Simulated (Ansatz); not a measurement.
# TiRe: the cost of one run

Computed with Ansatz 0.2.0 (DFT PBEsol, scalar-relativistic, plane waves, PAW, unless a step's input says otherwise).

## (1) The system as given

It takes space group Pm-3m (No. 221, cubic). The conventional cell has a = 3.118 Å, b = 3.118 Å, c = 3.118 Å, α = 90.00°, β = 90.00°, γ = 90.00°. Around Ti (site symmetry m-3m) lie 8 Re at 2.70 Å. Re (site symmetry m-3m) is surrounded by 8 Ti at 2.70 Å.

Structure file:

```cif
data_structure
_symmetry_space_group_name_H-M 'P 1'
_symmetry_Int_Tables_number 1
_cell_length_a 3.1180
_cell_length_b 3.1180
_cell_length_c 3.1180
_cell_angle_alpha 90.000
_cell_angle_beta 90.000
_cell_angle_gamma 90.000
_cell_volume 30.31
loop_
_atom_site_label
_atom_site_type_symbol
_atom_site_fract_x
_atom_site_fract_y
_atom_site_fract_z
_atom_site_occupancy
Ti1 Ti 0.50000 0.50000 0.50000 1
Re1 Re 0.00000 0.00000 0.00000 1
```

The cell is taken as given, not relaxed at this level.

## (2) The reference cell

Reference values: F = -13211.9163 eV; pressure -7.62 GPa; largest force 0.000 eV/Å; gap on the mesh none (metal). It was computed beforehand with the settings of the runs below.

## (3) Next: an energy map of one atom

Atom 1 (Ti) is moved by p along (1.000, 0.000, 0.000) and q along (0.000, 0.000, 1.000) (Å), all else fixed; its images in the other cells move with it. Points alike by symmetry are run once.

## (4) Point p = -0.300, q = -0.300

Input file input.yaml:

```yaml
crystal:
  lattice:
    - [3.118, 0.0, 0.0]
    - [0.0, 3.118, 0.0]
    - [0.0, 0.0, 3.118]
  atoms:
    - { symbol: Ti, position: [0.4037844772, 0.5, 0.4037844772] }
    - { symbol: Re, position: [0.0, 0.0, 0.0] }
basis:
  ecutwfc: 420
kpoints:
  mp_grid: { grid: [16, 16, 16] }
hamiltonian:
  xc: pbesol
scf:
  occupations: { method: gaussian, width: 0.15 }
output:
  forces: true
  stress: true
  eigenvalues: true
```

Launch:

```console
$ ansatz run input.yaml --threads 1 --pin off --max-ram 2560MiB --backend cpu --events-out ev --progress --plain --runs-dir out
```

Q: Estimate wall time and peak memory on 1 thread of Arm Neoverse V1, shared host.

About 31 s, with a peak of 0.63 GiB.
